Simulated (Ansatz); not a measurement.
# Al: the cost of one run

Program: Ansatz 0.2.0. Level of theory: DFT LDA, scalar-relativistic, plane waves, PAW. These are calculated values, not measurements.

39 further runs of the same task are left out: 39 set aside as unsound or not needed.

### Step 1. The starting structure

Symmetry: P6_3/mmc, No. 194, hexagonal system. Conventional cell: a = 2.802 Å, b = 2.802 Å, c = 4.686 Å, α = 90.00°, β = 90.00°, γ = 120.00°. Al (site symmetry -6m2) has 12 Al at 2.80 to 2.85 Å as nearest neighbours.

Coordinates:

```cif
data_structure
_symmetry_space_group_name_H-M 'P6_3/mmc'
_symmetry_Int_Tables_number 194
_cell_length_a 2.8025
_cell_length_b 2.8025
_cell_length_c 4.6862
_cell_angle_alpha 90.000
_cell_angle_beta 90.000
_cell_angle_gamma 120.000
_cell_volume 31.87
loop_
_atom_site_label
_atom_site_type_symbol
_atom_site_symmetry_multiplicity
_atom_site_Wyckoff_symbol
_atom_site_fract_x
_atom_site_fract_y
_atom_site_fract_z
_atom_site_occupancy
Al1 Al 2 c 0.66667 0.33333 0.75000 1
```

It goes back to an entry of the Materials Project, which need not be the stable form.

This cell was relaxed beforehand with the same method: volume 15.94 Å³/atom, gap on the mesh none (metal).

### Step 2. The scan

The energy is mapped over the lattice constants a and c of the conventional cell.

- lattice constant a (and b): 9 values from 2.606 to 2.999 Å
- lattice constant c: 9 values from 4.311 to 5.061 Å

Nothing else is relaxed (symmetry fixes all fractional coordinates). Energies count from the relaxed crystal. Points are written as (first, second).

### Step 3. Point (2.655 Å, 5.061 Å)

input.yaml reads:

```yaml
crystal:
  lattice:
    - [2.6553, 0.0, 0.0]
    - [-1.32765, 2.2995572547, 0.0]
    - [0.0, 0.0, 5.0611]
  atoms:
    - { symbol: Al, position: [0.6666666667, 0.3333333333, 0.75] }
    - { symbol: Al, position: [0.3333333333, 0.6666666667, 0.25] }
basis:
  ecutwfc: 420
kpoints:
  mp_grid: { grid: [18, 18, 10] }
hamiltonian:
  xc: lda
  pseudopotentials: { kind: paw, azcp: { folder: soft_1 } }
scf:
  occupations: { method: gaussian, width: 0.15 }
output:
  forces: true
  stress: true
  eigenvalues: true
```

Run with:

```
ansatz run input.yaml --threads 1 --pin off --max-ram 2048MiB --backend cpu --events-out ev --progress --plain --runs-dir out
```

What time and memory should one allow on 1 thread of Arm Neoverse V2, shared host?

About 2 s, with a peak of 0.3 GiB.
